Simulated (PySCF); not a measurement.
# [Sm(NH3)]2+: other functionals and bases at one geometry

Aim: see how levels, charges and forces of [Sm(NH3)]2+ depend on the level of theory. The species was built from a template and needn't be a known compound.

Method: several levels, as the steps say, no spin–orbit coupling; program: PySCF 2.14.0.

2 further runs of the same task are left out: 2 for a known fault of the program. Runs told in other sessions of the task aren't counted.

## Step 1: The starting structure

5 atoms, charge 2, spin multiplicity 1.

Bond lengths: Sm1–N2 2.608 Å, N2–H3 1.041 Å, N2–H4 1.041 Å, N2–H5 1.041 Å. Angles: Sm1–N2–H3 115.3°, Sm1–N2–H4 115.3°, Sm1–N2–H5 115.3°, H3–N2–H4 103.0°, H3–N2–H5 103.0°, H4–N2–H5 103.0°.

As a file:

```xyz
5

Sm    0.00000    0.00000   -0.22193
N     0.00000    0.00000    2.38633
H     0.94045    0.00004    2.83154
H    -0.47025    0.81443    2.83154
H    -0.47019   -0.81447    2.83154
```

Formal oxidation states: Sm +2. Each metal's 6 4f electrons lie in its core potential, so multiplicities, spins and levels count the valence alone. An earlier session relaxed this geometry at BP86, Sm lcecp-0-SVP with ECP52, N def2-SVP, H def2-SVP (singlet, point group C3v).

At BP86 on the finer grid: E = -84.858902 Eh, frontier levels not given, since the 4f levels lie in the core, Mulliken charge on Sm1 +1.69 e, largest force component 0.002 eV/Å. 

Levels to run: PBE; wB97X; HF; M06-L; BP86, TZVP. Hardware: 2 threads of Arm Neoverse V1, shared host.

## Step 2: PBE

Contents of run.py (the lines that set the calculation):

```python
mol = gto.M(atom='''
Sm     0.00000     0.00000    -0.22193
N      0.00000     0.00000     2.38633
H      0.94045     0.00004     2.83154
H     -0.47025     0.81443     2.83154
H     -0.47019    -0.81447     2.83154''',
    basis={'Sm': 'lcecp-0-SVP', 'N': 'def2-SVP', 'H': 'def2-SVP'},
    ecp={'Sm': 'lcecp-0-SVP'},
    charge=2, spin=0)
mf = dft.RKS(mol, xc='PBE')
mf.grids.atom_grid = (75, 302)  # f atoms: unpruned, at least (60, 302)
mf = mf.density_fit()  # fitting sets: Sm AutoAux, N def2-universal-JKFIT, H def2-universal-JKFIT
mf.conv_tol = 1e-08; mf.max_cycle = 55
mf.kernel(dm0)  # dm0: the density of the relaxed state
```

Started as:

```bash
$ OMP_NUM_THREADS=2 python run.py
```

What it wrote:

```text
init E= -84.7433813279471
cycle= 1 E= -84.743463583943  delta_E= -8.23e-05  |g|= 0.00264  |ddm|= 0.037
cycle= 2 E= -84.7434599365653  delta_E= 3.65e-06  |g|= 0.00487  |ddm|= 0.00688
cycle= 3 E= -84.7434652588714  delta_E= -5.32e-06  |g|= 0.000157  |ddm|= 0.0041
cycle= 4 E= -84.7434652648277  delta_E= -5.96e-09  |g|= 4.03e-05  |ddm|= 0.000271
Extra cycle  E= -84.7434652650685  delta_E= -2.41e-10  |g|= 3.22e-05  |ddm|= 0.000108
converged SCF energy = -84.7434652650685
```

Wall time 1.7 s (2 threads of Arm Neoverse V1, shared host).

Result: E = -84.743465 Eh, frontier levels not given, since the 4f levels lie in the core, Mulliken charge on Sm1 +1.68 e, largest force component 0.041 eV/Å. 

## Step 3: wB97X

run.py (the lines that set the calculation), as its differences from that of step 2:

```diff
@@ -9,3 +9,3 @@
     charge=2, spin=0)
-mf = dft.RKS(mol, xc='PBE')
+mf = dft.RKS(mol, xc='WB97X')
 mf.grids.atom_grid = (75, 302)  # f atoms: unpruned, at least (60, 302)
```

Started as:

```bash
$ OMP_NUM_THREADS=2 python run.py
```

What it wrote:

```text
init E= -84.8097916954084
cycle= 1 E= -84.8118959174088  delta_E= -0.0021  |g|= 0.0135  |ddm|= 0.17
cycle= 2 E= -84.8119835738867  delta_E= -8.77e-05  |g|= 0.00534  |ddm|= 0.0281
cycle= 3 E= -84.811992138833  delta_E= -8.56e-06  |g|= 0.00354  |ddm|= 0.00872
cycle= 4 E= -84.8119952881839  delta_E= -3.15e-06  |g|= 0.000197  |ddm|= 0.00371
cycle= 5 E= -84.8119953237355  delta_E= -3.56e-08  |g|= 3.72e-05  |ddm|= 0.000506
cycle= 6 E= -84.8119953251218  delta_E= -1.39e-09  |g|= 8.05e-06  |ddm|= 9.76e-05
Extra cycle  E= -84.8119953251871  delta_E= -6.53e-11  |g|= 2.8e-06  |ddm|= 2.12e-05
converged SCF energy = -84.8119953251871
```

It took 2.1 s on 2 threads of Arm Neoverse V1, shared host.

It gives: E = -84.811995 Eh, frontier levels not given, since the 4f levels lie in the core, Mulliken charge on Sm1 +1.74 e, largest force component 0.532 eV/Å. 

## Step 4: HF

run.py (the lines that set the calculation), as its differences from that of step 3:

```diff
@@ -9,4 +9,3 @@
     charge=2, spin=0)
-mf = dft.RKS(mol, xc='WB97X')
-mf.grids.atom_grid = (75, 302)  # f atoms: unpruned, at least (60, 302)
+mf = scf.RHF(mol)
 mf = mf.density_fit()  # fitting sets: Sm AutoAux, N def2-universal-JKFIT, H def2-universal-JKFIT
```

Started as:

```bash
$ OMP_NUM_THREADS=2 python run.py
```

What it wrote:

```text
init E= -84.135230412127
cycle= 1 E= -84.146497746696  delta_E= -0.0113  |g|= 0.0328  |ddm|= 0.373
cycle= 2 E= -84.1468921284799  delta_E= -0.000394  |g|= 0.0106  |ddm|= 0.0622
cycle= 3 E= -84.146926576873  delta_E= -3.44e-05  |g|= 0.00446  |ddm|= 0.0155
cycle= 4 E= -84.1469335266786  delta_E= -6.95e-06  |g|= 0.000945  |ddm|= 0.00614
cycle= 5 E= -84.1469341681446  delta_E= -6.41e-07  |g|= 0.000106  |ddm|= 0.00238
cycle= 6 E= -84.1469341750721  delta_E= -6.93e-09  |g|= 1.14e-05  |ddm|= 0.000246
Extra cycle  E= -84.146934175143  delta_E= -7.09e-11  |g|= 3.76e-06  |ddm|= 1.96e-05
converged SCF energy = -84.146934175143
```

Run time: 0.8 s. Hardware: 2 threads of Arm Neoverse V1, shared host.

It gives: E = -84.146934 Eh, frontier levels not given, since the 4f levels lie in the core, Mulliken charge on Sm1 +1.80 e, largest force component 1.611 eV/Å. 

## Step 5: M06-L

run.py (the lines that set the calculation), as its differences from that of step 4:

```diff
@@ -9,3 +9,4 @@
     charge=2, spin=0)
-mf = scf.RHF(mol)
+mf = dft.RKS(mol, xc='M06L')
+mf.grids.atom_grid = (75, 302)  # f atoms: unpruned, at least (60, 302)
 mf = mf.density_fit()  # fitting sets: Sm AutoAux, N def2-universal-JKFIT, H def2-universal-JKFIT
```

Started as:

```bash
$ OMP_NUM_THREADS=2 python run.py
```

What it wrote:

```text
init E= -84.8192054311429
cycle= 1 E= -84.8214425121307  delta_E= -0.00224  |g|= 0.0164  |ddm|= 0.23
cycle= 2 E= -84.8213876180486  delta_E= 5.49e-05  |g|= 0.0249  |ddm|= 0.0452
cycle= 3 E= -84.8215326862299  delta_E= -0.000145  |g|= 0.00166  |ddm|= 0.021
cycle= 4 E= -84.8215335314559  delta_E= -8.45e-07  |g|= 0.000259  |ddm|= 0.0024
cycle= 5 E= -84.8215335464293  delta_E= -1.5e-08  |g|= 5.07e-05  |ddm|= 0.00023
cycle= 6 E= -84.8215335471024  delta_E= -6.73e-10  |g|= 5.4e-06  |ddm|= 6.09e-05
Extra cycle  E= -84.8215335471052  delta_E= -2.8e-12  |g|= 5.17e-06  |ddm|= 1.18e-05
converged SCF energy = -84.8215335471052
```

Wall time 2.6 s (2 threads of Arm Neoverse V1, shared host).

Read off: E = -84.821534 Eh, frontier levels not given, since the 4f levels lie in the core, Mulliken charge on Sm1 +1.75 e, largest force component 0.475 eV/Å. 

## Step 6: BP86, TZVP

Basis: Sm lcecp-0-TZVP with ECP52, N def2-TZVP, H def2-TZVP. 

Contents of run.py (the lines that set the calculation):

```python
mol = gto.M(atom='''
Sm     0.00000     0.00000    -0.22193
N      0.00000     0.00000     2.38633
H      0.94045     0.00004     2.83154
H     -0.47025     0.81443     2.83154
H     -0.47019    -0.81447     2.83154''',
    basis={'Sm': 'lcecp-0-TZVP', 'N': 'def2-TZVP', 'H': 'def2-TZVP'},
    ecp={'Sm': 'lcecp-0-TZVP'},
    charge=2, spin=0)
mf = dft.RKS(mol, xc='B88,P86')
mf.grids.atom_grid = (75, 302)  # f atoms: unpruned, at least (60, 302)
mf = mf.density_fit()  # fitting sets: Sm AutoAux, N def2-universal-JKFIT, H def2-universal-JKFIT
mf.conv_tol = 1e-08; mf.max_cycle = 55
mf.kernel(dm0)  # dm0: free metal ions and neutral atoms
```

Started as:

```bash
$ OMP_NUM_THREADS=2 python run.py
```

What it wrote:

```text
init E= -84.7138263491702
cycle= 1 E= -84.8517702524999  delta_E= -0.138  |g|= 0.584  |ddm|= 1.26
cycle= 2 E= -84.6784090085244  delta_E= 0.173  |g|= 1.05  |ddm|= 0.949
cycle= 3 E= -84.925334437538  delta_E= -0.247  |g|= 0.0873  |ddm|= 0.712
cycle= 4 E= -84.9274164130688  delta_E= -0.00208  |g|= 0.0117  |ddm|= 0.0949
cycle= 5 E= -84.9274448109754  delta_E= -2.84e-05  |g|= 0.0033  |ddm|= 0.0114
cycle= 6 E= -84.9274480415552  delta_E= -3.23e-06  |g|= 0.000623  |ddm|= 0.00428
cycle= 7 E= -84.9274481421792  delta_E= -1.01e-07  |g|= 7.4e-05  |ddm|= 0.000672
cycle= 8 E= -84.9274481439072  delta_E= -1.73e-09  |g|= 5.82e-06  |ddm|= 0.000136
Extra cycle  E= -84.927448143899  delta_E= 8.17e-12  |g|= 8.94e-06  |ddm|= 1.28e-05
converged SCF energy = -84.927448143899
```

It took 4.7 s on 2 threads of Arm Neoverse V1, shared host.

Read off: E = -84.927448 Eh, frontier levels not given, since the 4f levels lie in the core, Mulliken charge on Sm1 +1.81 e, largest force component 0.368 eV/Å. 

## Step 7: All levels side by side

| level | state | charge on Sm1 (e) | dipole (D) | largest force component (eV/Å) | basis functions | time |
| --- | --- | --- | --- | --- | --- | --- |
| BP86 (relaxed here) | singlet | 1.69 | 2.33 | 0.00 | 60 | 3.3 s |
| PBE | singlet | 1.68 | 2.35 | 0.04 | 60 | 1.7 s |
| wB97X | singlet | 1.74 | 1.95 | 0.53 | 60 | 2.1 s |
| HF | singlet | 1.80 | 1.72 | 1.61 | 60 | 0.8 s |
| M06-L | singlet | 1.75 | 1.99 | 0.47 | 60 | 2.6 s |
| BP86, TZVP | singlet | 1.81 | 2.33 | 0.37 | 96 | 4.7 s |

Times are on 2 threads of Arm Neoverse V1, shared host; the first row also made further properties. The dipole of a charged species depends on the origin, so these sizes hold for this origin alone.

The largest leftover force, 1.61 eV/Å with HF, stands at a geometry relaxed at another level. The Mulliken charge on Sm spans +1.68 to +1.81 e over the levels. With 4f in the core, its levels are missing from HOMO and gap, and its count is fixed, so no charge can pass from the ligands into it. Total energies of different levels can't be compared. Spin–orbit coupling is left out throughout.
